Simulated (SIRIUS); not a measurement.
**Si3S under changes of volume**

One of the cells (16.430 Å³/atom); the others are scaled copies at fixed shape and fractional positions:

```
CELL_PARAMETERS angstrom
-2.54221 2.54221 2.54221
2.54221 -2.54221 2.54221
2.54221 2.54221 -2.54221
ATOMIC_POSITIONS crystal
Si 0.00000 0.50000 0.50000
Si 0.50000 0.00000 0.50000
Si 0.50000 0.50000 0.00000
S 0.00000 0.00000 0.00000
```

The cell was built by a generator and needn't be a form met in nature.

- Program: SIRIUS 7.10.0
- Functional: PBE
- Potentials or basis: PseudoDojo 0.4.1 PBE standard (scalar relativistic)
- Cutoff: 725 eV
- Density cutoff: 2900 eV
- k mesh: 8 × 8 × 8
- Occupations: fermi-dirac, width 0.05 eV
- Spin: no spin polarisation

```csv
volume (Å³/atom),energy over the lowest point (meV/atom),pressure (GPa)
15.141,19.27,7.2
15.463,7.47,4.6
15.785,0.65,2.2
16.430,0.00,-1.8
16.752,?,?
17.074,13.77,-5.0
```

Problem. What does the run at 16.752 Å³/atom give?

Solution. Energy over the lowest point 5.28 meV/atom; pressure -3.5 GPa.

Worked out: A Birch-Murnaghan fit of order 3 (a polynomial in V^(-2/3)) to the other rows has its minimum at 16.13 Å³/atom with B0 = V·E''(V) = 99 GPa and B' = 4.5. It gives 5.27 meV/atom at 16.752 Å³/atom, against the run's 5.28, and -dE/dV = -3.5 GPa, against -3.5.

Energies are extrapolated to zero smearing.
